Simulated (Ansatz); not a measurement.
**C2H7ClSSi: how energies converge with the basis set**

How large a basis does C2H7ClSSi need? Two functionals are run in growing sets.

Program: Ansatz 0.2.0, Gaussian basis. Level of theory: one geometry, several basis sets. These are calculated values, not measurements.

The runs, in order: PBE0-D4/def2-SVP; ωB97M-V/def2-SVP; PBE0-D4/def2-QZVPP; ωB97M-V/def2-QZVPP; the functionals' def2-TZVPP values are taken from earlier runs.

## Step 1: The relaxed structure

All runs share one geometry, relaxed beforehand with PBE0-D4 in a triple-zeta def2 set.

SMILES `C[Si](C)(S)Cl`, 12 atoms, charge 0, spin multiplicity 1.

Atoms are counted from 1 here; the program's logs count them from 0.

Bond lengths: C1–Si2 1.856 Å, C1–H6 1.092 Å, C1–H7 1.092 Å, C1–H8 1.093 Å, Si2–C3 1.857 Å, Si2–S4 2.135 Å, Si2–Cl5 2.071 Å, C3–H9 1.092 Å, C3–H10 1.093 Å, C3–H11 1.093 Å, S4–H12 1.344 Å. Angles: Si2–C1–H6 110.8°, Si2–C1–H7 110.1°, Si2–C1–H8 110.5°, H6–C1–H7 108.2°, H6–C1–H8 108.6°, H7–C1–H8 108.6°, C1–Si2–C3 113.8°, C1–Si2–S4 106.1°, C1–Si2–Cl5 108.4°, C3–Si2–S4 111.5°, C3–Si2–Cl5 106.8°, S4–Si2–Cl5 110.1°, Si2–C3–H9 110.9°, Si2–C3–H10 110.3°, Si2–C3–H11 110.2°, H9–C3–H10 108.1°, H9–C3–H11 108.4°, H10–C3–H11 108.9° and more.

## Step 2: PBE0-D4 in def2-SVP

in.yaml reads:

```yaml
crystal:
  periodic: [false, false, false]
  atoms:
    - {symbol: C, position_ang: [-1.394777, 1.031054, 0.108686]}
    - {symbol: Si, position_ang: [0.106753, 0.084265, -0.432317]}
    - {symbol: C, position_ang: [1.126310, -0.571925, 0.974758]}
    - {symbol: S, position_ang: [-0.604510, -1.490613, -1.686448]}
    - {symbol: Cl, position_ang: [1.330227, 1.358398, -1.513135]}
    - {symbol: H, position_ang: [-1.947560, 1.407470, -0.754111]}
    - {symbol: H, position_ang: [-1.099139, 1.884114, 0.723721]}
    - {symbol: H, position_ang: [-2.058929, 0.392331, 0.696262]}
    - {symbol: H, position_ang: [1.996942, -1.116694, 0.604052]}
    - {symbol: H, position_ang: [1.481855, 0.250499, 1.600479]}
    - {symbol: H, position_ang: [0.529776, -1.251033, 1.588368]}
    - {symbol: H, position_ang: [0.610050, -2.032964, -1.876413]}
basis:
  gaussian: {orbitals: def2-SVP}
hamiltonian: {xc: pbe0, dispersion: d4}
output: {orbitals: {seedname: orbitals}}
```

Launch:

```bash
$ ansatz run in.yaml --threads 4 --pin off --events-out ev --progress --plain --max-ram 10444MiB
```

After this run come: ωB97M-V in def2-SVP; PBE0-D4 in def2-QZVPP; ωB97M-V in def2-QZVPP.

Q: Predict the results of all the runs planned. Wanted: PBE0-D4: double and triple zeta above quadruple; ωB97M-V: double and triple zeta above quadruple.

As calculated:

| quantity | value |
| --- | --- |
| PBE0-D4: double and triple zeta above quadruple | 14.47, 1.09 eV |
| ωB97M-V: double and triple zeta above quadruple | 14.53, 1.04 eV |

In words: PBE0-D4 gains 13.38 eV from double to triple zeta, then 1.09 eV more. These are total energies; as a rule much of such shifts cancels in differences, which this series doesn't test. The LUMO of ωB97M-V is positive and keeps falling with the basis (2.64 to 1.42 eV): an unbound level that the basis holds in place.
